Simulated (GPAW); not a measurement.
# Zr4C5 in GPAW: settings compared

One slab, Zr4C5, is run at these levels: LDA, PBE, PBEsol, RPBE; tasks: relaxation of the atoms.

All numbers are computed with GPAW 26.7.0; they aren't measurements. Logs are shortened: lines on timing, memory, paths and dates and some standing lists are left out, and cuts for length are marked. The log counts tension as positive stress, the text compression.

**1. The cell of the first run**

The cell holds a slab with vacuum, 9 atoms: a = 3.324 Å, b = 3.324 Å, c = 25.855 Å, α = 90.00°, β = 90.00°, γ = 120.00°.

**2. Relaxation of the atoms, LDA (the (1 1 1) slab of ZrC, cut from the database cell, not relaxed)**

The input, run.py:

```python
import numpy as np
from ase.constraints import FixAtoms
from ase.io import read, write
from ase.optimize import BFGS
from gpaw import GPAW, PW

atoms = read('POSCAR')
atoms.pbc = (True, True, False)
atoms.set_constraint(FixAtoms([0, 1, 2, 3]))

calc = GPAW(mode=PW(600),
            xc='LDA',
            kpts={'size': (7, 7, 1), 'gamma': True},
            occupations={'name': 'fermi-dirac', 'width': 0.05},
            nbands=62,
            convergence={'density': 1e-05, 'energy': 1e-05},
            maxiter=150,
            poissonsolver={'dipolelayer': 'xy'},
            symmetry={'extra_ids': [1, 1, 1, 1, 0, 0, 0, 0, 0], 'tolerance': 0.001},
            txt='gpaw.txt')
atoms.calc = calc
opt = BFGS(atoms, trajectory='relax.traj', logfile='-')
done = opt.run(fmax=0.02, steps=60)
calc.write('gs.gpw')
write('result.traj', atoms)
print('Converged:', done)
print('Cell:', atoms.cell.cellpar().round(4))
print('Volume:', round(atoms.get_volume(), 4))
print(atoms.get_scaled_positions().round(5))

v = calc.get_electrostatic_potential().mean(axis=(0, 1))
z = np.arange(len(v)) * atoms.cell[2, 2] / len(v)
ef = calc.get_fermi_level()
np.savetxt('planar.dat', np.c_[z, v], fmt='%.4f')
below, above = np.interp([1.5, atoms.cell[2, 2] - 1.5], z, v) - ef
print(f'Work functions: bottom {below:.4f} eV, top {above:.4f} eV')
print('Dipole moment:', *calc.get_dipole_moment().round(5), 'e A')
```

The input, POSCAR:

```
Zr4C5
1.0
    3.3236988564      0.0000000000      0.0000000000
   -1.6618494282      2.8784076442      0.0000000000
    0.0000000000      0.0000000000     25.8551550092
C Zr C Zr C Zr C Zr C
1 1 1 1 1 1 1 1 1
Direct
    0.6666666667      0.3333333333      0.2900775492
    0.0000000000      0.0000000000      0.3425581619
    0.3333333333      0.6666666667      0.3950387746
    0.6666666667      0.3333333333      0.4475193873
    0.0000000000      0.0000000000      0.5000000000
    0.3333333333      0.6666666667      0.5524806127
    0.6666666667      0.3333333333      0.6049612254
    0.0000000000      0.0000000000      0.6574418381
    0.3333333333      0.6666666667      0.7099224508
```

Potentials or basis: the program's PAW data sets (release 1.2.1) made for this functional, pw.

Started as:

```sh
$ OMP_NUM_THREADS=1 python run.py
```

gpaw.txt:

```text
__  _  _
 | _ |_)|_||  |
 |__||  | ||/\| - 26.7.0

Input parameters:
  mode=PW(ecut=600.0),
  convergence={'density': 1e-05, 'energy': 1e-05},
  kpts=MonkhorstPack(size=(7, 7, 1), gamma=True),
  maxiter=150,
  nbands=62,
  occupations=Occupations(name='fermi-dirac', width=0.05),
  poissonsolver=PoissonSolver(dipolelayer='xy'),
  symmetry=Symmetry(extra_ids=array([1, 1, 1, 1, 0, 0, 0, 0, 0]), tolerance=0.001),
  xc=XC(name='LDA')

Diagonalizing LCAO Hamiltonian
Converting LCAO to pw mode

         C

       Zr
            C
         Zr
[... 21 lines left out ...]
Unit cell  # Å
| periodic |         x |        y |         z |   lengths |     angles |
|----------|-----------|----------|-----------|-----------|------------|
|      yes |  3.323699 | 0.000000 |  0.000000 |  3.323699 |  90.000000 |
|      yes | -1.661849 | 2.878408 |  0.000000 |  3.323699 |  90.000000 |
|       no |  0.000000 | 0.000000 | 25.855155 | 25.855155 | 120.000000 |

Number of symmetries: 6
Symmetry operations  # r_c * U_cc + t_c -> r_c
|   | kind |            matrix            |
|---|------|------------------------------|
| 0 |  σ   |  1, 1, 0,  0,-1, 0,  0, 0, 1 |
| 1 |  E   |  1, 0, 0,  0, 1, 0,  0, 0, 1 |
| 2 |  C3  |  0, 1, 0, -1,-1, 0,  0, 0, 1 |
| 3 |  σ   |  0,-1, 0, -1, 0, 0,  0, 0, 1 |
| 4 |  σ   | -1, 0, 0,  1, 1, 0,  0, 0, 1 |
| 5 |  C3  | -1,-1, 0,  1, 0, 0,  0, 0, 1 |

BZ-sampling:
  Number of BZ points: 49
  Number of IBZ points: 8

  Monkhorst-Pack size: [7, 7, 1]
  Monkhorst-Pack shift: [0, 0, 0]

K-points  # in reciprocal-cell coordinates
|   |                                coordinates |     weight |
|---|--------------------------------------------|------------|
| 0 | (  0.00000000,   0.00000000,   0.00000000) | 0.02040816 |
| 1 | (  0.14285714,   0.00000000,   0.00000000) | 0.12244898 |
| 2 | (  0.28571429,  -0.14285714,   0.00000000) | 0.12244898 |
| 3 | (  0.28571429,   0.00000000,   0.00000000) | 0.12244898 |
| 4 | (  0.42857143,  -0.14285714,   0.00000000) | 0.24489796 |
| 5 | (  0.42857143,   0.00000000,   0.00000000) | 0.12244898 |
| 6 | (  0.42857143,   0.28571429,   0.00000000) | 0.12244898 |
| 7 | (  0.42857143,   0.42857143,   0.00000000) | 0.12244898 |

Plane wave coefficients: 8359
Cutoff: 600.0 eV

Spin-components: 1 (collinear spins)
Bands:           62
Projectors:      49
Spin-degeneracy: 2
Datatype:        complex128

Parallelization:
  kpt:    1
  domain: 1
  band:   1

Density:
  Valence electrons: 68.0
  Components: 1
  Grid points: [ 20  20 147]
  Charge: 0.0  # |e|

Potential:
  Grid points: [ 20  20 147]

species:
  C:
    name:    Carbon
    Z:       6.0
    valence: 4
    core:    2
    charge:  0.0  # [|e|]
    compensation charges:
      type: gauss
      rc: 0.20  # [Å]
      lmax: 2
    cutoffs:
      filter: 1.14  # [Å]
      core: 1.14  # [Å]
    projectors
    | kind |    occ | energy [eV] | rcut [Å] |
    |------|--------|-------------|----------|
    |   2s |  2.000 |     -13.639 |    0.635 |
    |   2p |  2.000 |      -5.414 |    0.635 |
    |    s |        |      13.573 |    0.635 |
    |    p |        |      21.797 |    0.635 |
    |    d |        |       0.000 |    0.635 |

    Using partial waves for C as LCAO basis

  Zr:
    name:    Zirconium
    Z:       40.0
    valence: 12
    core:    28
    charge:  0.0  # [|e|]
    compensation charges:
      type: gauss
      rc: 0.40  # [Å]
      lmax: 2
    cutoffs:
      filter: 2.39  # [Å]
      core: 1.59  # [Å]
    projectors
    | kind |    occ | energy [eV] | rcut [Å] |
    |------|--------|-------------|----------|
    |   4s |  2.000 |     -54.491 |    1.323 |
    |   5s |  2.000 |      -4.587 |    1.323 |
    |   4p |  6.000 |     -32.510 |    1.334 |
    |   5p |  0.000 |      -1.548 |    1.334 |
    |   4d |  2.000 |      -3.736 |    1.244 |
    |    d |        |      23.475 |    1.244 |

    Using partial waves for Zr as LCAO basis

Reference energy: -396240.263471  # eV

eigensolver:
  PPCG
  Converge bands: occupied
  niter=2

density mixing:
  MSR1-Mixer
  Pratt-step length: 0.05
  Maximum mixing coefficient: 0.75
  Old densities: 10
  SVD Regularization: 0.005
  Good broyden scale: 1.0
  Trust region scale: 1.0
  Backstep threshold: 4.0
  History deletion threshold: 6.0
  Fourier metric: weight=20.0, sigma=0.015

occupation numbers:
  Fermi-Dirac:
    width: 0.0500  # eV

<gpaw.new.pw.poisson.DipoleLayerPWPoissonSolver object>
xc functional:
  name: None

convergence criteria:
[... 225 lines left out ...]
       Zr
            C

Atoms  # Å, Bohr magnetons
|   | symbol |         x |         y |         z |    initial magnetic moments |
|---|--------|-----------|-----------|-----------|-----------------------------|
| 0 |      C |  1.661849 |  0.959469 |  7.500000 | ( 0.0000,  0.0000,  0.0000) |
| 1 |     Zr |  0.000000 |  0.000000 |  8.856894 | ( 0.0000,  0.0000,  0.0000) |
| 2 |      C | -0.000000 |  1.918938 | 10.213789 | ( 0.0000,  0.0000,  0.0000) |
| 3 |     Zr |  1.661849 |  0.959469 | 11.570683 | ( 0.0000,  0.0000,  0.0000) |
| 4 |      C |  0.000000 | -0.000000 | 12.927972 | ( 0.0000,  0.0000,  0.0000) |
| 5 |     Zr | -0.000000 |  1.918938 | 14.274373 | ( 0.0000,  0.0000,  0.0000) |
| 6 |      C |  1.661849 |  0.959469 | 15.670349 | ( 0.0000,  0.0000,  0.0000) |
| 7 |     Zr | -0.000000 |  0.000000 | 17.073258 | ( 0.0000,  0.0000,  0.0000) |
| 8 |      C | -0.000000 |  1.918938 | 18.192183 | ( 0.0000,  0.0000,  0.0000) |
[... 1023 lines left out ...]
|iter:   1| |  -81.961448 | -3.04 |       |
|iter:   2| |  -90.285694 | -1.73 | -1.74 |
|iter:   3| |  -82.055318 | -1.99 | -1.03 |
|iter:   4| |  -81.880213 | -3.21 | -1.71 |
|iter:   5| |  -81.875678 | -4.74 | -2.34 |
|iter:   6| |  -81.866833 | -4.56 | -2.44 |
|iter:   7| |  -81.866725 | -5.90 | -2.93 |
|iter:   8| |  -81.867555 | -5.06 | -2.95 |
|iter:   9| |  -81.866607 | -5.08 | -3.08 |
|iter:  10| |  -81.868513 | -5.56 | -3.44 |
|iter:  11| |  -81.867593 | -5.82 | -2.87 |
|iter:  12| |  -81.866849 | -6.22 | -3.08 |
|iter:  13| |  -81.866621 | -6.66 | -3.47 |
|iter:  14| |  -81.867232c| -6.33 | -3.88 |
|iter:  15| |  -81.866488 | -6.43 | -3.16 |
|iter:  16| |  -81.866521 | -7.69c| -3.99 |
|iter:  17| |  -81.866530c| -7.91c| -4.30 |
|iter:  18| |  -81.866562c| -8.18c| -4.57 |
|iter:  19| |  -81.866549c| -8.45c| -4.84 |
|iter:  20| |  -81.866558c| -8.82c| -5.48c|

Converged in 20 steps
Energy contributions relative to reference atoms: (reference = -396240.263471)
[... 219 lines left out ...]
|iter     | |      energy | eigst |  dens |
|---------|-|-------------|-------|-------|
|iter:   1| |  -81.866881c| -3.50 |       |
|iter:   2| |  -81.877472 | -4.81 | -3.09 |
|iter:   3| |  -81.866928 | -5.12 | -2.38 |
|iter:   4| |  -81.866902 | -6.34 | -3.29 |
|iter:   5| |  -81.866964c| -6.21 | -3.45 |
|iter:   6| |  -81.866934c| -6.15 | -3.57 |
|iter:   7| |  -81.866953c| -6.27 | -3.76 |
|iter:   8| |  -81.866971c| -6.71 | -3.85 |
|iter:   9| |  -81.866907c| -6.73 | -4.07 |
|iter:  10| |  -81.866918c| -7.75c| -4.27 |
|iter:  11| |  -81.866951c| -7.81c| -4.48 |
|iter:  12| |  -81.866933c| -8.12c| -4.82 |
|iter:  13| |  -81.866945c| -8.72c| -5.05c|
[... 165 lines left out ...]
Forces  # eV/Ang
|        x |        y |        z |
|----------|----------|----------|
| -0.00000 |  0.00000 |  1.81480 |  # C    0
| -0.00000 |  0.00000 | -1.01677 |  # Zr   1
| -0.00000 | -0.00000 | -0.46367 |  # C    2
|  0.00000 |  0.00000 | -0.33352 |  # Zr   3
| -0.00000 |  0.00000 |  0.00352 |  # C    4
|  0.00000 |  0.00000 | -0.00302 |  # Zr   5
|  0.00000 |  0.00000 | -0.00834 |  # C    6
|  0.00000 |  0.00000 | -0.00354 |  # Zr   7
|  0.00000 |  0.00000 |  0.01195 |  # C    8

# Writing to gs.gpw (mode='')
```

Run time: 20 min. Hardware: 1 thread of AMD EPYC 7R43 (Zen 3), shared host; peak memory 0.35 GiB.

What came out:

```yaml
Free_energy: -81.8999 eV
Energy_gained_by_relaxing: 34.3 meV/atom
Ionic_steps: 14
Band_gap_on_the_k_mesh: none (metal or under the smearing width)
Dipole_across_the_slab: 0.00 e·Å
Work_function_of_the_upper_face: 7.00 eV
Work_function_of_the_lower_face: 7.02 eV
```

The path:
```
step  energy change (eV)  largest force (eV/Å)
   1              0.0000                1.7669
   2             -0.0551                1.7742
   3             -0.1877                1.8071
   4             -0.2003                1.8107
   5             -0.2387                1.8310
   6             -0.2428                1.8309
   7             -0.2847                1.8119
   8             -0.2902                1.8110
   9             -0.3042                1.8076
  10             -0.3073                1.8091
  11             -0.3083                1.8103
  12             -0.3084                1.8123
  13             -0.3087                1.8131
  14             -0.3088                1.8148
```

Final structure:
```
CELL_PARAMETERS angstrom
3.32370 0.00000 0.00000
-1.66185 2.87841 0.00000
0.00000 0.00000 25.85516
ATOMIC_POSITIONS crystal
C 0.66667 0.33333 0.29008
Zr 0.00000 0.00000 0.34256
C 0.33333 0.66667 0.39504
Zr 0.66667 0.33333 0.44752
C 0.00000 0.00000 0.49782
Zr 0.33333 0.66667 0.54975
C 0.66667 0.33333 0.59949
Zr 0.00000 0.00000 0.65227
C 0.33333 0.66667 0.69342
```

Levels at points of the mesh, in eV from the Fermi level:
```csv
k point,band 32,band 33,band 34,band 35,band 36,band 37
"(0.00, 0.00, 0.00)",-0.07,-0.07,0.68,1.07,1.07,1.33
```

Caveat: the cutoff is short for stress and forces, so pressures can be off by a GPa or more; later steps reuse the first step's grids.

**3. Relaxation of the atoms, PBE (the (1 1 1) slab of ZrC, cut from the database cell, not relaxed)**

Changes to run.py since step 2:

```diff
@@ -11,3 +11,3 @@
 calc = GPAW(mode=PW(600),
-            xc='LDA',
+            xc='PBE',
             kpts={'size': (7, 7, 1), 'gamma': True},
```

POSCAR is that of step 2.

Potentials or basis: GPAW PAW data sets (gpaw-data 1.2.1), pw.

Started as:

```sh
$ OMP_NUM_THREADS=1 python run.py
```

Run time: 21 min. Hardware: 1 thread of AMD EPYC 7R43 (Zen 3), shared host; peak memory 0.35 GiB.

It converged, with:

```
Free energy                     : -74.2893 eV
Energy gained by relaxing       : 15.7 meV/atom
Ionic steps                     : 16
Band gap on the k mesh          : none (metal or under the smearing width)
Dipole across the slab          : 0.00 e·Å
Work function of the upper face : 6.81 eV
Work function of the lower face : 6.79 eV
```

The path:
```tsv
step	energy change (eV)	largest force (eV/Å)
1	0.0000	1.2902
2	-0.0389	1.2958
3	-0.1114	1.3243
4	-0.1177	1.3281
5	-0.1311	1.3445
6	-0.1320	1.3441
7	-0.1338	1.3430
8	-0.1350	1.3407
9	-0.1362	1.3373
10	-0.1370	1.3360
11	-0.1384	1.3347
12	-0.1399	1.3336
13	-0.1411	1.3367
14	-0.1415	1.3376
15	-0.1417	1.3386
16	-0.1417	1.3398
```

Final structure:
```xyz
9
Lattice="3.3237 0.0000 0.0000 -1.6618 2.8784 0.0000 0.0000 0.0000 25.8552" Properties=species:S:1:pos:R:3 pbc="T T T"
C     1.6618    0.9595    7.5000
Zr    0.0000    0.0000    8.8569
C     0.0000    1.9189   10.2138
Zr    1.6618    0.9595   11.5707
C     0.0000    0.0000   12.9179
Zr    0.0000    1.9189   14.2797
C     1.6618    0.9595   15.6180
Zr    0.0000    0.0000   16.9999
C     0.0000    1.9189   18.1410
```

Levels at points of the mesh, in eV from the Fermi level:
```
           k point  band 30  band 31  band 32  band 33  band 34  band 35  band 36  band 37  band 38  band 39
(0.00, 0.00, 0.00)    -1.31    -0.63     0.01     0.01     0.65     1.08     1.08     1.43     1.43     1.87
```

Caveat: the cutoff is short for stress and forces, so pressures can be off by a GPa or more; later steps reuse the first step's grids.

**4. Relaxation of the atoms, PBEsol (the (1 1 1) slab of ZrC, cut from the database cell, not relaxed)**

Changes to run.py since step 3:

```diff
@@ -4,3 +4,5 @@
 from ase.optimize import BFGS
-from gpaw import GPAW, PW
+from gpaw import GPAW, PW, setup_paths
+
+setup_paths.insert(0, '.')
 
@@ -11,3 +13,3 @@
 calc = GPAW(mode=PW(600),
-            xc='PBE',
+            xc='PBEsol',
             kpts={'size': (7, 7, 1), 'gamma': True},
```

POSCAR is that of step 3.

Potentials or basis: PAW data sets generated in the run's folder for this functional, pw.

Started as:

```sh
$ gpaw-setup -f PBEsol C Zr
$ OMP_NUM_THREADS=1 python run.py
```

It took 18 min on 1 thread of AMD EPYC 7R43 (Zen 3), shared host; peak memory 0.34 GiB.

It converged, with:

```yaml
Free_energy: -78.6621 eV
Energy_gained_by_relaxing: 22.6 meV/atom
Ionic_steps: 14
Band_gap_on_the_k_mesh: none (metal or under the smearing width)
Dipole_across_the_slab: 0.00 e·Å
Work_function_of_the_upper_face: 6.84 eV
Work_function_of_the_lower_face: 6.82 eV
```

Step by step:
```csv
step,energy change (eV),largest force (eV/Å)
1,0.0000,1.4991
2,-0.0433,1.5047
3,-0.1354,1.5350
4,-0.1441,1.5388
5,-0.1672,1.5567
6,-0.1693,1.5561
7,-0.1865,1.5450
8,-0.1890,1.5430
9,-0.1988,1.5373
10,-0.2016,1.5423
11,-0.2030,1.5448
12,-0.2032,1.5474
13,-0.2035,1.5476
14,-0.2036,1.5491
```

Final structure:
```cif
data_structure
_symmetry_space_group_name_H-M 'P 1'
_symmetry_Int_Tables_number 1
_cell_length_a 3.3237
_cell_length_b 3.3237
_cell_length_c 25.8552
_cell_angle_alpha 90.000
_cell_angle_beta 90.000
_cell_angle_gamma 120.000
_cell_volume 247.36
loop_
_atom_site_label
_atom_site_type_symbol
_atom_site_fract_x
_atom_site_fract_y
_atom_site_fract_z
_atom_site_occupancy
C1 C 0.66667 0.33333 0.29008 1
Zr1 Zr 0.00000 0.00000 0.34256 1
C2 C 0.33333 0.66667 0.39504 1
Zr2 Zr 0.66667 0.33333 0.44752 1
C3 C 0.00000 0.00000 0.49870 1
Zr3 Zr 0.33333 0.66667 0.55081 1
C4 C 0.66667 0.33333 0.60166 1
Zr4 Zr 0.00000 0.00000 0.65441 1
C5 C 0.33333 0.66667 0.69738 1
```

Levels at points of the mesh, in eV from the Fermi level:
```csv
k point,band 30,band 31,band 32,band 33,band 34,band 35,band 36,band 37,band 38,band 39
"(0.00, 0.00, 0.00)",-1.37,-0.60,-0.01,-0.01,0.68,1.09,1.09,1.37,1.37,1.90
```

Caveat: the cutoff is short for stress and forces, so pressures can be off by a GPa or more; later steps reuse the first step's grids.

**5. Relaxation of the atoms, RPBE (the (1 1 1) slab of ZrC, cut from the database cell, not relaxed)**

Changes to run.py since step 4:

```diff
@@ -4,5 +4,3 @@
 from ase.optimize import BFGS
-from gpaw import GPAW, PW, setup_paths
-
-setup_paths.insert(0, '.')
+from gpaw import GPAW, PW
 
@@ -13,3 +11,3 @@
 calc = GPAW(mode=PW(600),
-            xc='PBEsol',
+            xc='RPBE',
             kpts={'size': (7, 7, 1), 'gamma': True},
```

POSCAR is that of step 4.

Potentials or basis: the program's PAW data sets (release 1.2.1) made for this functional, pw.

Started as:

```sh
$ OMP_NUM_THREADS=1 python run.py
```

It took 22 min on 1 thread of AMD EPYC 7R43 (Zen 3), shared host; peak memory 0.34 GiB.

The run converged. Its results:

* Free energy: -70.5927 eV
* Energy gained by relaxing: 11.9 meV/atom
* Ionic steps: 16
* Band gap on the k mesh: none (metal or under the smearing width)
* Dipole across the slab: 0.00 e·Å
* Work function of the upper face: 6.72 eV
* Work function of the lower face: 6.69 eV

The path:
```tsv
step	energy change (eV)	largest force (eV/Å)
1	0.0000	1.1445
2	-0.0338	1.1535
3	-0.0906	1.1984
4	-0.0956	1.2100
5	-0.1049	1.2370
6	-0.1056	1.2379
7	-0.1060	1.2390
8	-0.1062	1.2365
9	-0.1063	1.2343
10	-0.1064	1.2337
11	-0.1064	1.2328
12	-0.1065	1.2311
13	-0.1067	1.2284
14	-0.1069	1.2260
15	-0.1071	1.2264
16	-0.1072	1.2275
```

Final structure:
```cif
data_structure
_symmetry_space_group_name_H-M 'P 1'
_symmetry_Int_Tables_number 1
_cell_length_a 3.3237
_cell_length_b 3.3237
_cell_length_c 25.8552
_cell_angle_alpha 90.000
_cell_angle_beta 90.000
_cell_angle_gamma 120.000
_cell_volume 247.36
loop_
_atom_site_label
_atom_site_type_symbol
_atom_site_fract_x
_atom_site_fract_y
_atom_site_fract_z
_atom_site_occupancy
C1 C 0.66667 0.33333 0.29008 1
Zr1 Zr 0.00000 0.00000 0.34256 1
C2 C 0.33333 0.66667 0.39504 1
Zr2 Zr 0.66667 0.33333 0.44752 1
C3 C 0.00000 0.00000 0.50027 1
Zr3 Zr 0.33333 0.66667 0.55317 1
C4 C 0.66667 0.33333 0.60570 1
Zr4 Zr 0.00000 0.00000 0.65937 1
C5 C 0.33333 0.66667 0.70460 1
```

Levels at points of the mesh, in eV from the Fermi level:
| k point | band 31 | band 32 | band 33 | band 34 | band 35 | band 36 | band 37 | band 38 |
| --- | --- | --- | --- | --- | --- | --- | --- | --- |
| (0.00, 0.00, 0.00) | -0.64 | 0.04 | 0.04 | 0.64 | 1.09 | 1.09 | 1.46 | 1.46 |

Caveat: the cutoff is short for stress and forces, so pressures can be off by a GPa or more; later steps reuse the first step's grids.

**6. Summary**

| level | potentials or basis | gap on the mesh (eV) | work function (eV) |
| --- | --- | --- | --- |
| LDA | the program's PAW data sets (release 1.2.1) made for this functional, pw | none | 7.00 |
| PBE | GPAW PAW data sets (gpaw-data 1.2.1), pw | none | 6.81 |
| PBEsol | PAW data sets generated in the run's folder for this functional, pw | none | 6.84 |
| RPBE | the program's PAW data sets (release 1.2.1) made for this functional, pw | none | 6.72 |

Alike in all rows: task relaxation of the atoms; no spin polarisation; cell atoms relaxed from: the (1 1 1) slab of ZrC, cut from the database cell, not relaxed; k mesh 7 × 7 × 1; cutoff (eV) 600; smearing fermi-dirac 0.05 eV.

Caveats: the cutoff is short for stress and forces, so pressures can be off by a GPa or more; later steps reuse the first step's grids.

Absolute energies hang on the potentials; compare differences alone.
